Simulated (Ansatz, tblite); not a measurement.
# (I2Ga-mu-OH)2 (Ga2H2I4O2): one state, many levels

The task here is to estimate one member of a computed series from the others.

The runs use Ansatz 0.2.0, Gaussian basis; as each input shows.

Plan: GFN1-xTB, GFN2-xTB, PBE-D4/def2-TZVP, r2SCAN-D4/def2-TZVP, CAM-B3LYP-D4/def2-TZVP, PBE-QIDH/def2-TZVP, B3LYP-D4/def2-TZVP, PBE-D4/def2-SVP, PBE0-D4/def2-SVP, CCSD(T)/def2-SVP, MP2/def2-TZVP, RPA/def2-TZVP.

1 further run of the same task is left out (set aside as unsound or not needed). Runs told in other sessions of the task aren't counted.

## The geometry

The singlet was relaxed beforehand with PBE-D4/def2-SVP.

10 atoms, charge 0, spin multiplicity 1.

Bond lengths: Ga1–I2 2.492 Å, Ga1–I3 2.513 Å, Ga1–O4 1.967 Å, Ga1–O8 1.968 Å, O4–Ga5 1.967 Å, O4–H9 0.977 Å, Ga5–I6 2.492 Å, Ga5–I7 2.513 Å, Ga5–O8 1.968 Å, O8–H10 0.978 Å. Angles: I2–Ga1–I3 123.4°, I2–Ga1–O4 112.1°, I2–Ga1–O8 112.1°, I3–Ga1–O4 110.1°, I3–Ga1–O8 110.1°, O4–Ga1–O8 81.2°, Ga1–O4–Ga5 98.4°, Ga1–O4–H9 116.5°, Ga5–O4–H9 116.5°, O4–Ga5–I6 112.1°, O4–Ga5–I7 110.1°, O4–Ga5–O8 81.2°, I6–Ga5–I7 123.4°, I6–Ga5–O8 112.1°, I7–Ga5–O8 110.1°, Ga1–O8–Ga5 98.4°, Ga1–O8–H10 116.3°, Ga5–O8–H10 116.3°.

I takes a core potential in the def2 sets. No spin-orbit coupling is included.

PBE0-D4/def2-TZVP was run before; its log isn't repeated, and its numbers join the tables.

The first run:

Tight binding, by tblite at 300 K electronic temperature and without a spin-polarisation term:

```python
tblite.interface.Calculator('GFN1-xTB', numbers, positions, charge=0, uhf=0).singlepoint()
```

Tight binding, by tblite at 300 K electronic temperature and without a spin-polarisation term:

```python
tblite.interface.Calculator('GFN2-xTB', numbers, positions, charge=0, uhf=0).singlepoint()
```

start.molden holds the orbitals of an earlier run on this state, given as this run's starting guess.

The input, in.yaml:

```yaml
crystal:
  periodic: [false, false, false]
  atoms:
    - {symbol: Ga, position_ang: [-0.789445, -0.844229, 0.948428]}
    - {symbol: I, position_ang: [-2.769856, -0.245908, 2.338496]}
    - {symbol: I, position_ang: [0.251725, -3.131131, 0.935222]}
    - {symbol: O, position_ang: [0.609994, 0.536347, 1.021723]}
    - {symbol: Ga, position_ang: [0.617338, 1.039069, -0.880150]}
    - {symbol: I, position_ang: [-0.030366, 3.421453, -1.222243]}
    - {symbol: I, position_ang: [2.552518, -0.051047, -2.055251]}
    - {symbol: O, position_ang: [-0.941823, -0.160966, -0.890390]}
    - {symbol: H, position_ang: [1.467878, 0.268050, 1.405396]}
    - {symbol: H, position_ang: [-0.967961, -0.831637, -1.601240]}
basis:
  gaussian: {orbitals: def2-TZVP, initial_orbitals: start.molden}
hamiltonian: {xc: pbe, dispersion: d4}
scf: {omitted_lower_state_checks: [starts]}
output: {orbitals: {seedname: orbitals}}
```

The run is started by

```console
ansatz run in.yaml --threads 2 --pin off --events-out ev --progress --plain --max-ram 22528MiB --backend cuda --devices 0, --max-vram 18GiB
```

Steps of the session up to this table: PBE-D4/def2-TZVP; r2SCAN-D4/def2-TZVP; CAM-B3LYP-D4/def2-TZVP; PBE-QIDH/def2-TZVP; B3LYP-D4/def2-TZVP; PBE-D4/def2-SVP; PBE0-D4/def2-SVP; CCSD(T)/def2-SVP; MP2/def2-TZVP; RPA/def2-TZVP.

One table of the session follows, with a row left open; its other results are not shown here.

It belongs to the step «Binding energy». 

```
                method  binding an atom (eV)
           HF/def2-SVP                 2.100
          HF/def2-TZVP                 2.078
       PBE-D4/def2-SVP                 3.121
      PBE-D4/def2-TZVP                 3.090
   r2SCAN-D4/def2-TZVP                 3.075
    B3LYP-D4/def2-TZVP                 2.967
      PBE0-D4/def2-SVP                 3.052
     PBE0-D4/def2-TZVP                 3.031
CAM-B3LYP-D4/def2-TZVP                 2.985
          MP2/def2-SVP                 3.000
         MP2/def2-TZVP                 3.159
         CCSD/def2-SVP                 2.816
      CCSD(T)/def2-SVP                     ?
```

Estimate the missing values for CCSD(T)/def2-SVP.

The run gave: binding an atom (eV): 2.868. In the column «binding an atom (eV)» it lies between CCSD/def2-SVP (2.816) and B3LYP-D4/def2-TZVP (2.967).

Caveats from the session: Free atoms were run apart at each level; binding is atoms less cluster, divided by the number of atoms, without zero-point or spin-orbit terms.
